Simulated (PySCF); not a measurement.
**C3H8FNSi: electronic excitations and core binding energies**

What electronic excitations and core binding energies should C3H8FNSi (`F[Si@H]1CCCN1`) show?

The runs use PySCF 2.14.0, with density-fitted response routines of our own; the level of theory stands in each step. All values are computed, except where a source is named. Atoms are numbered from 0 throughout.

## Step 1: The starting structure

14 atoms, charge 0, multiplicity 1; geometry from: GFN2-xTB.

Bonds of the start (Å): F0–Si1 1.62, Si1–C2 1.90, C2–C3 1.53, C3–C4 1.53, C4–N5 1.45, N5–Si1 1.71, Si1–H6 1.45, C2–H7 1.09, C2–H8 1.09, C3–H9 1.09, C3–H10 1.09, C4–H11 1.10, C4–H12 1.09, N5–H13 1.01.

## Step 2: TDDFT and polarisability: PBE0/def2-SVPD

The job: settings as JSON, then the geometry in Å.

```
{"job": {"kind": "uv", "xc": "PBE0", "basis": "def2-SVPD", "nstates": 8, "ntriplets": 3}, "charge": 0, "multiplicity": 1}
F      0.740573     2.302826     1.346888
Si     0.416459     1.474945    -0.003142
C      1.275571    -0.208507    -0.147260
C      0.191997    -1.206188     0.273925
C     -1.158088    -0.651582    -0.178486
N     -1.132393     0.767204     0.128862
H      0.673822     2.436178    -1.063058
H      1.569810    -0.394073    -1.179911
H      2.167827    -0.322449     0.463631
H      0.363239    -2.201302    -0.138566
H      0.184775    -1.280893     1.361969
H     -1.299502    -0.825494    -1.254771
H     -1.983059    -1.132530     0.355046
H     -2.011709     1.241393     0.012707
```

Level: TDDFT PBE0/def2-SVPD, vertical, gas phase, core orbitals frozen in the response.

On the command line:

```
$ OMP_NUM_THREADS=1 python probes_run.py task.json out
```

One launch serves the whole session: the jobs run in the order shown.

**Question.** This job is followed by: delta-SCF UKS SCAN, pcX-2 on the ionised atom, pcseg-1 elsewhere, spin-free X2C. Predict these results of the whole session: lowest singlet (PBE0/def2-SVPD); brightest single state of those computed; lowest triplet; surface potential, 1st and 99th percentile; C1s binding energies, SCAN/pcX-2; F1s binding energies, SCAN/pcX-2; Si1s binding energies, SCAN/pcX-2; Si2p binding energies, SCAN/pcX-2; N1s binding energies, SCAN/pcX-2.

**Answer**, as computed:

| quantity | value |
| --- | --- |
| lowest singlet (PBE0/def2-SVPD) | 6.34 eV (196 nm), f = 0.005 |
| brightest single state of those computed | state 3, 7.21 eV, f = 0.063 |
| lowest triplet | 6.08 eV |
| surface potential, 1st and 99th percentile | -1.30 V and 1.52 V |
| C1s binding energies, SCAN/pcX-2 | C4 291.53, C3 290.69, C2 290.12 eV |
| F1s binding energies, SCAN/pcX-2 | F0 691.77 eV |
| Si1s binding energies, SCAN/pcX-2 | Si1 1847.39 eV |
| Si2p binding energies, SCAN/pcX-2 | Si1 107.62 eV |
| N1s binding energies, SCAN/pcX-2 | N5 404.44 eV |

**Reading.** The lowest singlet, at 6.34 eV, is HOMO→LUMO 0.94 and is weak; of the 8 states computed, the strongest absorption comes from state 3 at 7.21 eV. The lowest triplet lies 0.26 eV below the lowest singlet (triplets in Tamm-Dancoff, singlets in full TDDFT). States above −ε(HOMO) lie where TDDFT describes them poorly and they hang on the basis; the brightest is among them. C4 (sp3 CH2 bonded to N) binds its C1s electron 1.41 eV more tightly than C2 (sp3 CH2 bonded to Si).
